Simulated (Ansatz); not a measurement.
## C₃H₁₀PSi (charge +1), SMILES C=C(C)[SiH2][PH3+]: a single point in a Gaussian basis, step by step

Computed with the Ansatz DFT code, driven from Python.

Run as a notebook:

**Cell 1**
```python
from pathlib import Path

import ansatz as az
```

**Cell 2**
```python
system = (
    az.Crystal.molecule()
    .atom("C", (-0.9798, 1.644, 1.0246))
    .atom("C", (-0.7307, 0.4235, 0.5181))
    .atom("C", (-1.7492, -0.3187, -0.3041))
    .atom("Si", (0.8899, -0.4608, 0.7864))
    .atom("P", (1.9225, -0.6118, -1.1429))
    .atom("H", (-1.9316, 2.1415, 0.8578))
    .atom("H", (-0.2523, 2.1881, 1.6225))
    .atom("H", (-1.3703, -0.5187, -1.3126))
    .atom("H", (-2.0152, -1.2719, 0.1664))
    .atom("H", (-2.6755, 0.2565, -0.415))
    .atom("H", (0.6238, -1.8169, 1.3297))
    .atom("H", (1.7231, 0.2958, 1.757))
    .atom("H", (2.2032, 0.6453, -1.7201))
    .atom("H", (1.1781, -1.3183, -2.1121))
    .atom("H", (3.164, -1.2777, -1.0555))
)
```

**Cell 3**
```python
base = (
    system.calculation()
    .basis(gaussian="def2-SVP")
    .functional("pbe")
    .charge(1)
    .orbitals()
)
result = base.run(threads=1, runs_dir="runs")
r = result.report
```

**Cell 4**
```python
r["positions_ang"]
```
Output:
```text
[[-0.9798, 1.644, 1.0246], [-0.7307, 0.4235, 0.5181], [-1.7492, -0.3187, -0.3041],
 [0.8899, -0.4608, 0.7864], [1.9225, -0.6118, -1.1429], [-1.9316, 2.1415, 0.8578],
 [-0.2523, 2.1881, 1.6225], [-1.3703, -0.5187, -1.3126], [-2.0152, -1.2719, 0.1664],
 [-2.6755, 0.2565, -0.415], [0.6238, -1.8169, 1.3297], [1.7231, 0.2958, 1.757],
 [2.2032, 0.6453, -1.7201], [1.1781, -1.3183, -2.1121], [3.164, -1.2777, -1.0555]]
```

**Cell 5**
```python
r["mean_field"]["state"]["spin_squared"]
```
Output:
```text
7.105427357601002e-14
```

**Cell 6**
```python
print(f"E = {r['free_energy_ev']:.6f} eV = {r['free_energy_ev'] / 27.211386246:.7f} Ha")
print("converged:", r["converged"], " doubts:", r["published_state_doubts"] or "none")
```
Output:
```text
E = -20411.634058 eV = -750.1137161 Ha
converged: True  doubts: none
```

**Cell 7**
```python
state = r["mean_field"]["state"]
print(f"mean field: {state['energy']['hartree']:.7f} Ha, <S^2> = {abs(state['spin_squared']):.4f}, stability: {state.get('stability', {}).get('kind')}")
```
Output:
```text
mean field: -750.1137161 Ha, <S^2> = 0.0000, stability: minimum
```

**Cell 8**
```python
lines = Path(r["orbitals_path"]).read_text().splitlines()
field_of = lambda key: [line.split("=")[1].strip() for line in lines if line.startswith(key)]
orbitals = [(27.211386 * float(e), s, float(n)) for e, s, n in zip(field_of("Ene="), field_of("Spin="), field_of("Occup="))]
homo = max(e for e, _, n in orbitals if n > 0.5)
lumo = min(e for e, _, n in orbitals if n < 0.5)
for e, spin, n in sorted(orbitals):
    if homo - 10 < e < lumo + 5:
        print(f"{spin:6s} {e:10.3f} eV  occupation {n:.0f}")
```
Output:
```text
Alpha     -18.673 eV  occupation 2
Alpha     -16.718 eV  occupation 2
Alpha     -16.496 eV  occupation 2
Alpha     -16.404 eV  occupation 2
Alpha     -15.108 eV  occupation 2
Alpha     -14.493 eV  occupation 2
Alpha     -14.460 eV  occupation 2
Alpha     -13.855 eV  occupation 2
Alpha     -13.081 eV  occupation 2
Alpha     -12.664 eV  occupation 2
Alpha     -11.759 eV  occupation 2
Alpha     -10.577 eV  occupation 2
Alpha      -6.412 eV  occupation 0
Alpha      -6.341 eV  occupation 0
Alpha      -5.759 eV  occupation 0
Alpha      -5.070 eV  occupation 0
Alpha      -4.347 eV  occupation 0
Alpha      -3.930 eV  occupation 0
Alpha      -3.325 eV  occupation 0
Alpha      -2.469 eV  occupation 0
Alpha      -1.701 eV  occupation 0
```

Caveats:
- Total energies depend on the basis set; only differences at equal settings carry meaning.
- The geometry is a force-field or estimated start, not a minimum of this method, and the basis set is short of its limit.
- Alpha marks a spatial orbital of a restricted run, filled by both spins.
- Levels such as HOMO and LUMO are orbital energies: with these approximate functionals they aren't the ionisation energy and electron affinity, and their gap isn't the fundamental gap.
- Timing: 7.8 s on 1 thread of Arm Neoverse N1, with other jobs on the host, peak memory 0.22 GiB.

(Lines on the test bed's own set-up are left out of the output.)
